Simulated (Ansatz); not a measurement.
# BClF2H2: the cost of one run

Program: Ansatz 0.2.0. Level of theory: RHF/def2-SVP. These are calculated values, not measurements.

### Step 1. The structure to begin with

Bond lengths: B1–Cl2 2.210 Å, B1–F3 1.320 Å, B1–F4 1.320 Å, Cl2–H6 1.516 Å. Angles: B1–Cl2–H6 56.2°, Cl2–B1–F3 120.0°, Cl2–B1–F4 120.0°, F3–B1–F4 120.0°.

Coordinates:

```xyz
6

B     0.0000    0.0000    0.0000
Cl    0.0000    0.0000    2.2100
F     1.1431    0.0000   -0.6600
F    -1.1431    0.0000   -0.6600
H     0.0623   -1.4126    0.4698
H     0.0555   -1.2580    1.3665
```

### Step 2. A restrained relaxation towards end A

Springs on the bonds that form and break draw the guess towards this end; the thresholds are loose.

File input.yaml:

```yaml
crystal:
  periodic: [false, false, false]
  atoms:
    - { symbol: B, position_ang: [0.0, 0.0, 0.0] }
    - { symbol: Cl, position_ang: [0.0, 0.0, 2.21] }
    - { symbol: F, position_ang: [1.1431, 0.0, -0.66] }
    - { symbol: F, position_ang: [-1.1431, 0.0, -0.66] }
    - { symbol: H, position_ang: [0.0623, -1.4126, 0.4698] }
    - { symbol: H, position_ang: [0.0555, -1.258, 1.3665] }
basis:
  gaussian: { orbitals: def2-SVP }
hamiltonian:
  xc: hf
relax:
  f_tol: 0.15
  max_steps: 25
  restrain:
    - { distance: [0, 4], at: 2.39, k: 30.0 }
    - { distance: [5, 1], at: 2.57, k: 30.0 }
    - { distance: [0, 1], at: 1.86, k: 30.0 }
    - { distance: [5, 4], at: 0.66, k: 30.0 }
output:
  orbitals: {}
```

The run is started by

```console
ansatz run input.yaml --threads 1 --pin off --max-ram 2048MiB --backend cpu --events-out ev --progress --plain --runs-dir out
```

Q: Estimate wall time and peak memory on 1 thread of Arm Neoverse V2, shared host.

About 6.8 s, with a peak of 0.12 GiB.
